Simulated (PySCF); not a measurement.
# BClH8Si3: the cost of one run

The runs use PySCF 2.14.0, with density-fitted response routines of our own; the level of theory stands in each step. All values are computed, except where a source is named. Atoms are numbered from 0 throughout.

## 1. The starting structure

13 atoms, charge 0, multiplicity 1; geometry from: GFN2-xTB. The atoms were then displaced at random by about 0.01 Å, so the start is not that level's minimum.

Bonds of the start (Å): Si0–Si1 2.28, Si1–Si2 2.33, Si2–B3 1.99, B3–Cl4 1.71, Si0–H5 1.48, Si0–H6 1.48, Si0–H7 1.49, Si1–H8 1.46, Si1–H9 1.49, Si2–H10 1.48, Si2–H11 1.45, B3–H12 1.12.

## 2. Relaxing the molecule at PBE0-D3(BJ)/def2-SVP

The job: settings as JSON, then the geometry in Å.

```
{"job": {"xc": "PBE0", "basis": "def2-SVP", "d3": "d3bj", "grid": 1, "shake": 0.01, "kind": "geom"}, "charge": 0, "multiplicity": 1}
Si    -2.214480     0.632250     0.071030
Si    -0.635380    -0.965960     0.481380
Si     1.339730    -0.692430    -0.727260
B      2.487400     0.672120     0.157400
Cl     1.995140     2.302300     0.032190
H     -3.418180     0.138560    -0.628970
H     -2.721460     1.296300     1.288260
H     -1.681180     1.734970    -0.781390
H     -1.171860    -2.304480     0.277010
H     -0.314440    -0.980800     1.934040
H      2.032220    -1.985740    -0.887570
H      0.966180    -0.321140    -2.081620
H      3.342150     0.457180     0.855170
```

Launch:

```console
$ OMP_NUM_THREADS=1 python probes_run.py task.json out
```

One launch serves the whole session: the jobs run in the order shown.

**Question.** How long does this first job take on 1 thread of Arm Neoverse V1, shared host, and how much memory does it need?

About 49 s, with a peak of 0.53 GiB.
